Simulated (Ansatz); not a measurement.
## CH5AlSeSi, SMILES [AlH2][SiH]1C[Se]1: an atomisation energy, step by step

With Ansatz 0.2.0, Python API.

Run as a notebook:

In [1]:
```python
from collections import Counter

import ansatz as az

BASIS = "def2-SVPD"
FUNCTIONAL = "PBE0"
```

In [2]:
```python
def single_point(molecule, charge=0, unpaired=0):
    calc = molecule.calculation().basis(gaussian=BASIS).functional(FUNCTIONAL).scf(lower_state_search="off")
    if charge:
        calc = calc.charge(charge)
    if unpaired:
        calc = calc.spin("collinear", total=unpaired)
    report = calc.run(threads=1, pin="off").report
    if report["published_state_doubts"]:
        print("  doubts:", report["published_state_doubts"])
    return report["free_energy_ev"]
```

In [3]:
```python
system = (
    az.Crystal.molecule()
    .atom("Al", (-0.8467, 1.4936, -0.8766))
    .atom("Si", (0.7592, -0.0174, -0.2496))
    .atom("C", (0.2783, -1.1467, 1.0948))
    .atom("Se", (-0.0057, -2.172, -0.4754))
    .atom("H", (-1.4135, 1.5656, -2.4153))
    .atom("H", (-1.5062, 2.5583, 0.1915))
    .atom("H", (2.1946, 0.0071, -0.6783))
    .atom("H", (-0.555, -0.8229, 1.6653))
    .atom("H", (1.1834, -1.512, 1.7265))
)
```

In [4]:
```python
# Hund ground states
unpaired = {"Al": 1, "Si": 2, "C": 2, "Se": 2, "H": 1}
counts = Counter(site.symbol for site in system.cartesian_sites)
atom_energy = {s: single_point(az.Crystal.molecule().atom(s, (0, 0, 0)), 0, unpaired[s]) for s in counts}
whole = single_point(system, 0, 0)
for s, e in atom_energy.items():
    print(f"{s:2s} x{counts[s]}  {e:14.5f} eV")
print(f"CH5AlSeSi: {whole:.5f} eV")
split = sum(counts[s] * e for s, e in atom_energy.items()) - whole
print(f"atomisation energy (no zero-point term): {96.485332 * split:.1f} kJ/mol, {split / sum(counts.values()):.3f} eV an atom")
```
```text
Al x1     -6589.65067 eV
Si x1     -7868.24738 eV
C  x1     -1027.54175 eV
Se x1    -65332.19218 eV
H  x5       -13.61361 eV
CH5AlSeSi: -80913.11581 eV
atomisation energy (no zero-point term): 2645.2 kJ/mol, 3.046 eV an atom
```

2645.2 kJ/mol from the electronic energies, without the zero-point term.

The settings weren't tested for convergence. The geometry is a force-field or estimated start, not a minimum of this method, and the basis set is short of its limit. All parts are taken at fixed geometry, without zero-point energy. The spin-orbit lowering of heavy atoms is left out. Run time: 4.7 s on 1 thread of Arm Neoverse V2 (shared host), peak memory 0.39 GiB.

(Lines on the test bed's own set-up are left out of the output.)
